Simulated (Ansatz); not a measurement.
# HfB2: the cost of one run

Computed with Ansatz 0.2.0, driven from Python. Level of theory: DFT r2SCAN, plane waves, PAW.

## (1) Starting point

The structure is hexagonal, space group P6/mmm (No. 191). Conventional cell: a = 3.140 Å, b = 3.140 Å, c = 3.480 Å, α = 90.00°, β = 90.00°, γ = 120.00°. Hf (site symmetry 6/mmm) has 12 B at 2.51 Å as nearest neighbours. B (site symmetry -6m2) is surrounded by 3 B at 1.81 Å and 6 Hf at 2.51 Å.

No structure file is read: the coordinates are typed or built in the script.

## (2) The code

Input file hfb2_eos.py:

```python
import warnings

import ansatz as az
from ase.eos import EquationOfState
from ase.units import GPa
import numpy as np

FILLING = 'Marzari-Vanderbilt'
WIDTH_EV = 0.1
ECUT = 600
KMESH = (10, 10, 8)

VECTORS = np.array([
    [3.14, 0.0, 0.0],
    [-1.57, 2.71932, 0.0],
    [0.0, 0.0, 3.48],
])
SITES = [
    ('Hf', (0.0, 0.0, 0.0)),
    ('B', (1 / 3, 2 / 3, 0.5)),
    ('B', (2 / 3, 1 / 3, 0.5)),
]


def build(cell):
    crystal = az.Crystal(lattice=az.Lattice.of(cell))
    for symbol, position in SITES:
        crystal = crystal.atom(symbol, position)
    return crystal

warnings.simplefilter('ignore', az.DeckWarning)

volumes, energies, pressures = [], [], []
for scale in np.linspace(0.95, 1.07, 5):
    cell = VECTORS * scale ** (1 / 3)
    model = (
        build(cell).calculation()
        .functional(az.Functional.R2SCAN)
        .pseudopotentials('paw')
        .occupations(FILLING, width=WIDTH_EV)
        .basis(ECUT)
        .kpoints(*KMESH)
        .stress()
    )
    rep = model.run(threads=1).report
    volumes.append(abs(np.linalg.det(cell)) / len(SITES))
    energies.append(rep['free_energy_ev'] / len(SITES))
    pressures.append(np.trace(rep['stress_gpa']) / 3)
    print(f'V = {volumes[-1]:8.4f} A^3/atom  F = {energies[-1]:.5f} eV/atom  P = {pressures[-1]:8.3f} GPa')

eos = EquationOfState(volumes, energies, eos='vinet')
v0, e0, bulk = eos.fit()
print(f'V0 = {v0:.4f} A^3/atom, E0 = {e0:.5f} eV/atom, B = {bulk / GPa:.1f} GPa')
eos.plot('eos.png')
```

## (3) The calls as engine input

The package turns the script's settings into the engine's input (first run):

```yaml
crystal:
  lattice:
    - [3.0867693776234937, 0.0, 0.0]
    - [-1.5433846888117468, 2.673220924827745, 0.0]
    - [0.0, 0.0, 3.4210055522706235]
  atoms:
    - { symbol: Hf, position: [0.0, 0.0, 0.0] }
    - { symbol: B, position: [0.3333333333333333, 0.6666666666666666, 0.5] }
    - { symbol: B, position: [0.6666666666666666, 0.3333333333333333, 0.5] }
basis:
  ecutwfc: 600.0
kpoints:
  mp_grid:
    grid: [10, 10, 8]
hamiltonian:
  xc: r2scan
  pseudopotentials:
    kind: paw
scf:
  occupations:
    method: cold
    width: 0.1
output:
  stress: true
```

## (4) Running it

Command:

```
> python hfb2_eos.py
```

What time and memory should one allow on 1 thread of Arm Neoverse V2, shared host?

About 31 s, with a peak of 0.53 GiB.
